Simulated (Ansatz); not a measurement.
# C2H8NSi: the cost of one run

Program: the Python package of Ansatz 0.2.0. Level of theory: Hartree-Fock/aug-cc-pVDZ. These are calculated values, not measurements.

### Step 1. Starting point

Bond lengths: C1–N2 1.423 Å, N2–C3 1.438 Å, N2–Si4 1.680 Å, C1–H5 1.097 Å, C1–H6 1.128 Å, C1–H7 1.128 Å, C3–H8 1.135 Å, C3–H9 1.077 Å, C3–H10 1.129 Å, Si4–H11 1.434 Å, Si4–H12 1.488 Å. Angles (14 of 18 angles, heavy atoms first): C1–N2–C3 106.6°, C1–N2–Si4 121.9°, C3–N2–Si4 118.5°, N2–C1–H5 116.1°, N2–C1–H6 114.1°, N2–C1–H7 111.2°, N2–C3–H8 114.4°, N2–C3–H9 115.1°, N2–C3–H10 113.0°, N2–Si4–H11 110.3°, N2–Si4–H12 108.7°, H5–C1–H6 108.5°, H5–C1–H7 104.9°, H6–C1–H7 100.4°.

The script holds or builds the structure itself.

### Step 2. The script

spin_c2h8nsi.py reads:

```python
"""Vertical spin-state energies of C2H8NSi."""

import ansatz as az

BASIS = "aug-cc-pVDZ"
FUNCTIONAL = "HF"

c2h8nsi = (
    az.Crystal.molecule()
    .atom("C", (-0.4752, 1.1526, -0.6125))
    .atom("N", (-0.3623, 0.0269, 0.2507))
    .atom("C", (1.0017, -0.0084, 0.705))
    .atom("Si", (-1.1355, -1.428, -0.0799))
    .atom("H", (0.0135, 1.0618, -1.5904))
    .atom("H", (-0.1576, 2.1272, -0.1426))
    .atom("H", (-1.5547, 1.381, -0.8468))
    .atom("H", (1.3775, 0.972, 1.1351))
    .atom("H", (1.7289, -0.2478, -0.0518))
    .atom("H", (1.1674, -0.7443, 1.5455))
    .atom("H", (-0.6568, -1.975, -1.3159))
    .atom("H", (-0.8699, -2.3733, 1.0376))
)

setup = (
    c2h8nsi.calculation()
    .basis(gaussian=BASIS)
    .functional(FUNCTIONAL)  # exchange and correlation
)
found = {}
for unpaired in [1, 3, 5]:
    rep = setup.spin("collinear", total=unpaired).run(threads=1, pin="off").report
    s = unpaired / 2
    found[unpaired] = rep["free_energy_ev"]
    print(f"2S+1 = {unpaired + 1}: E = {found[unpaired]:.5f} eV, <S^2> = {abs(rep['mean_field']['state']['spin_squared']):.3f} (pure state {s * (s + 1):.2f})")
lowest = min(found, key=found.get)
for unpaired, e in found.items():
    print(f"multiplicity {unpaired + 1}: {(e - found[lowest]):.3f} eV above the lowest")
```

### Step 3. The input behind the calls

The package turns the script's settings into the engine's input (first run):

```yaml
crystal:
  periodic: [false, false, false]
  atoms:
    - { symbol: C, position_ang: [-0.4752, 1.1526, -0.6125] }
    - { symbol: "N", position_ang: [-0.3623, 0.0269, 0.2507] }
    - { symbol: C, position_ang: [1.0017, -0.0084, 0.705] }
    - { symbol: Si, position_ang: [-1.1355, -1.428, -0.0799] }
    - { symbol: H, position_ang: [0.0135, 1.0618, -1.5904] }
    - { symbol: H, position_ang: [-0.1576, 2.1272, -0.1426] }
    - { symbol: H, position_ang: [-1.5547, 1.381, -0.8468] }
    - { symbol: H, position_ang: [1.3775, 0.972, 1.1351] }
    - { symbol: H, position_ang: [1.7289, -0.2478, -0.0518] }
    - { symbol: H, position_ang: [1.1674, -0.7443, 1.5455] }
    - { symbol: H, position_ang: [-0.6568, -1.975, -1.3159] }
    - { symbol: H, position_ang: [-0.8699, -2.3733, 1.0376] }
basis:
  gaussian:
    orbitals: aug-cc-pVDZ
hamiltonian:
  xc: hf
magnetization:
  spin_polarized: true
  initial_magnetization: 1.0
```

### Step 4. The run

On the command line:

```bash
> python spin_c2h8nsi.py
```

What time and memory should one allow on 1 thread of Arm Neoverse V2, shared host?

About 93 s, with a peak of 0.76 GiB.
